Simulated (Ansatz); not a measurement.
**CH₅NSe (SMILES NC[SeH]): functionals against CCSD(T) at one geometry**

One table from this session's results is given with a row withheld; the runs are named, their logs left out.

Method: single points in def2-TZVPP; program: Ansatz 0.2.0, Gaussian basis.

Cores are frozen in the correlated methods. Filled d shells of the heavier atoms are correlated.

## Starting geometry

SMILES `NC[SeH]`, 8 atoms, charge 0, spin multiplicity 1.

Atoms are counted from 1 here; the program's logs count them from 0.

Bond lengths: N1–C2 1.415 Å, N1–H4 1.016 Å, N1–H5 1.018 Å, C2–Se3 2.000 Å, C2–H6 1.087 Å, C2–H7 1.137 Å, Se3–H8 1.438 Å. Angles: C2–N1–H4 111.2°, C2–N1–H5 111.7°, H4–N1–H5 110.2°, N1–C2–Se3 109.4°, N1–C2–H6 110.8°, N1–C2–H7 117.3°, Se3–C2–H6 106.9°, Se3–C2–H7 102.3°, H6–C2–H7 109.3°, C2–Se3–H8 93.0°.

As a file:

```
atom     x (Å)     y (Å)     z (Å)
  N1  -0.70930   0.30500  -0.65070
  C2   0.38340   0.33140   0.24820
 Se3   0.94540  -1.54210   0.66480
  H4  -0.40130   0.09800  -1.59640
  H5  -1.23200   1.17800  -0.63390
  H6   0.09740   0.79290   1.19010
  H7   1.35180   0.79910  -0.12060
  H8  -0.40090  -1.96410   0.94380
```

The first run:

Input file run/in.yaml:

```yaml
crystal:
  periodic: [false, false, false]
  atoms:
    - {symbol: N, position_ang: [-0.709300, 0.305000, -0.650700]}
    - {symbol: C, position_ang: [0.383400, 0.331400, 0.248200]}
    - {symbol: Se, position_ang: [0.945400, -1.542100, 0.664800]}
    - {symbol: H, position_ang: [-0.401300, 0.098000, -1.596400]}
    - {symbol: H, position_ang: [-1.232000, 1.178000, -0.633900]}
    - {symbol: H, position_ang: [0.097400, 0.792900, 1.190100]}
    - {symbol: H, position_ang: [1.351800, 0.799100, -0.120600]}
    - {symbol: H, position_ang: [-0.400900, -1.964100, 0.943800]}
basis:
  gaussian: {orbitals: def2-TZVPP}
correlation: {method: ccsd_t}
output: {forces: true}
```

The command line of these runs was not kept.

Among the steps run: CCSD(T)/def2-TZVPP; PBE0-D4/def2-TZVPP; wB97M-V/def2-TZVPP; r2SCAN-D4/def2-TZVPP; PBE-D4/def2-TZVPP; revPBE-D4/def2-TZVPP; r2SCAN0-D4/def2-TZVPP.

One of the session's tables, all rows but one given; the rest of the session is left out.

```
    method  RMS force component (eV/Å)  angle to CCSD(T) forces (°)  dipole (D)
   CCSD(T)                       0.546                    reference        2.38
   PBE0-D4                       0.470                         15.7        2.50
   wB97M-V                           ?                            ?           ?
 r2SCAN-D4                       0.458                         13.3        2.55
    PBE-D4                       0.466                         27.5        2.46
 revPBE-D4                       0.491                         26.6        2.45
r2SCAN0-D4                       0.496                         17.9        2.56
```

Estimate the missing values for wB97M-V.

As computed: RMS force component (eV/Å): 0.528; angle to CCSD(T) forces (°): 7.4; dipole (D): 2.43. In the column «RMS force component (eV/Å)» it lies between r2SCAN0-D4 (0.496) and CCSD(T) (0.546).
